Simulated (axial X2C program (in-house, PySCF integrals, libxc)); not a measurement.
**CaF⁻: properties at the nuclei**

Wanted for CaF⁻: properties at the nuclei, at the two-component level.

Computed with an in-house X2C program for linear molecules on PySCF integrals. Level: two-component X2C with atomic mean-field terms, Ca dyall-acv3z, F dyall-av3z.

All values are calculated.

## 1. The job

The input, task.json:

```json
{"zs": [20, 9], "q": -1, "bas": ["dyall-acv3z", "dyall-av3z"], "r0": 2.35, "levels": ["PBE0", "HF", "r2SCAN", "LDA", "TPSSh"], "nst": 3}
```

Keys: zs atomic numbers; q charge; bas basis sets; r0 starting distance in Å; levels methods (HF also brings MP2); nst determinants followed.

Run with:

```console
$ python soeom.py task.json out
```

After this run come: Expectation values, lowest determinant; Expectation values, a higher determinant; Expectation values, a higher determinant.

**Question.** What will these runs give? Wanted: lowest determinant; qzz Ca; qzz F; higher determinant; Eeff magnitude; Ws magnitude Ca; A∥/gI Ca (for each run or level that gives them).

**Answer**, as computed:

```
                                        quantity                                           value
                              lowest determinant                            Ω = 0 (closed shell)
                             qzz Ca (a.u.), PBE0                                           -1.01
                              qzz F (a.u.), PBE0                                           -0.08
                              higher determinant  Ω = 2 (excess of +ω over −ω: ω = 1/2, ω = 3/2)
Eeff magnitude (GV/cm), PBE0, higher determinant                                           0.192
 Ws magnitude Ca (kHz), PBE0, higher determinant                                          0.0362
        A∥/gI Ca (MHz), PBE0, higher determinant                                             242
         qzz Ca (a.u.), PBE0, higher determinant                                           -0.82
                              higher determinant       Ω = 1 (excess of +ω over −ω: 2 × ω = 1/2)
Eeff magnitude (GV/cm), PBE0, higher determinant                                           0.199
 Ws magnitude Ca (kHz), PBE0, higher determinant                                          0.0744
        A∥/gI Ca (MHz), PBE0, higher determinant                                             570
         qzz Ca (a.u.), PBE0, higher determinant                                           -1.02
```

**Reading.** The expectation values come from single determinants, which for open shells can mix terms of unlike spin or miss the lowest Ω, so a determinant need not be a state. Eeff is the effective electric field on the electron dipole moment in this Ω state and Ws the scalar–pseudoscalar constant (defined with the proton number Z and per Ω); A∥ is the parallel hyperfine constant, which follows by multiplying with the nuclear g factor gI = μI/(I μN); qzz is the electric field gradient, eQq0 = 234.96 MHz × Q/barn × qzz. The operators were transformed with the bare-nucleus X2C matrices.
